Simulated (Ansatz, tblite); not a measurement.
**Cu(NH3)Br (BrCuH3N): rung by rung**

The task here is to estimate one member of a computed series from the others.

Program: Ansatz 0.2.0, Gaussian basis. Level of theory: as each input shows. These are calculated values, not measurements.

Plan: GFN1-xTB, GFN2-xTB, PBE-D4/def2-TZVP, r2SCAN-D4/def2-TZVP, B97M-V/def2-TZVP, ωB97M-V/def2-TZVP, B2PLYP/def2-TZVP, LDA/def2-TZVP, LC-ωPBE/def2-TZVP, BHLYP-D4/def2-TZVP, HF/def2-TZVP, PBE-D4/def2-SVP, PBE0-D4/def2-SVP, HF/6-31G, B3LYP-D4/6-31G, PBE0-D4/def2-TZVPD, PBE-D4/def2-TZVPD, r2SCAN-D4/def2-TZVPD, CCSD(T)/def2-TZVPP, MP2/def2-TZVP, RPA/def2-TZVP.

## The geometry

The singlet was relaxed beforehand with PBE0-D4/def2-TZVP.

6 atoms, charge 0, spin multiplicity 1.

Bond lengths: Cu1–N2 1.947 Å, Cu1–Br6 2.214 Å, N2–H3 1.015 Å, N2–H4 1.015 Å, N2–H5 1.015 Å. Angles: N2–Cu1–Br6 179.9°, Cu1–N2–H3 111.5°, Cu1–N2–H4 111.3°, Cu1–N2–H5 111.4°, H3–N2–H4 107.5°, H3–N2–H5 107.5°, H4–N2–H5 107.5°.

Geometry (Å):

```xyz
6
charge 0, multiplicity 1
Cu   -0.00541    0.00452   -1.11435
N     0.00243   -0.00281    0.83274
H    -0.41025    0.84488    1.20900
H     0.94722   -0.06987    1.19800
H    -0.52370   -0.78815    1.20274
Br   -0.01031    0.01144   -3.32812
```

Formally the metal is d10. No spin-orbit coupling is included.

PBE0-D4/def2-TZVP was run before; its log isn't repeated, and its numbers join the tables.

Set-up of the first run:

Tight binding, by tblite at 300 K electronic temperature and without a spin-polarisation term:

```python
tblite.interface.Calculator('GFN1-xTB', numbers, positions, charge=0, uhf=0).singlepoint()
```

Tight binding, by tblite at 300 K electronic temperature and without a spin-polarisation term:

```python
tblite.interface.Calculator('GFN2-xTB', numbers, positions, charge=0, uhf=0).singlepoint()
```

start.molden holds the orbitals of an earlier run on this state, given as this run's starting guess.

in.yaml reads:

```yaml
crystal:
  periodic: [false, false, false]
  atoms:
    - {symbol: Cu, position_ang: [-0.005409, 0.004521, -1.114347]}
    - {symbol: N, position_ang: [0.002432, -0.002810, 0.832739]}
    - {symbol: H, position_ang: [-0.410246, 0.844878, 1.208998]}
    - {symbol: H, position_ang: [0.947217, -0.069873, 1.198003]}
    - {symbol: H, position_ang: [-0.523697, -0.788151, 1.202735]}
    - {symbol: Br, position_ang: [-0.010307, 0.011435, -3.328118]}
basis:
  gaussian: {orbitals: def2-TZVP, initial_orbitals: start.molden}
hamiltonian: {xc: pbe, dispersion: d4}
scf: {omitted_lower_state_checks: [starts]}
output: {forces: true, orbitals: {seedname: orbitals}}
```

The run is started by

```sh
> ansatz run in.yaml --threads 4 --pin off --events-out ev --progress --plain --max-ram 3916MiB
```

Steps of the session up to this table: PBE-D4/def2-TZVP; r2SCAN-D4/def2-TZVP; B97M-V/def2-TZVP; ωB97M-V/def2-TZVP; B2PLYP/def2-TZVP; LDA/def2-TZVP; LC-ωPBE/def2-TZVP; BHLYP-D4/def2-TZVP; HF/def2-TZVP; PBE-D4/def2-SVP; PBE0-D4/def2-SVP; HF/6-31G; B3LYP-D4/6-31G; PBE0-D4/def2-TZVPD; PBE-D4/def2-TZVPD; r2SCAN-D4/def2-TZVPD; CCSD(T)/def2-TZVPP; MP2/def2-TZVP; RPA/def2-TZVP.

One of the session's tables, all rows but one given; the rest of the session is left out.

```
               level  HOMO (eV)  gap (eV)
            HF/6-31G      -9.07     11.17
        HF/def2-TZVP      -9.13     10.63
       LDA/def2-TZVP      -5.24      3.47
     PBE-D4/def2-SVP      -4.44      3.13
    PBE-D4/def2-TZVP      -5.02      3.35
   PBE-D4/def2-TZVPD      -5.14      3.22
 r2SCAN-D4/def2-TZVP      -5.21      4.11
r2SCAN-D4/def2-TZVPD      -5.30      3.96
    B97M-V/def2-TZVP      -5.31      3.77
      B3LYP-D4/6-31G      -5.35      4.60
    PBE0-D4/def2-SVP      -5.92      5.37
   PBE0-D4/def2-TZVP      -6.36      5.49
  PBE0-D4/def2-TZVPD      -6.46      5.26
  BHLYP-D4/def2-TZVP          ?         ?
   LC-ωPBE/def2-TZVP      -8.99     10.15
   ωB97M-V/def2-TZVP      -8.60      9.13
```

**Question.** Estimate the row for BHLYP-D4/def2-TZVP.

**Answer.** HOMO (eV): -7.45; gap (eV): 7.15. In the column «HOMO (eV)» it lies between ωB97M-V/def2-TZVP (-8.60) and PBE0-D4/def2-TZVPD (-6.46).
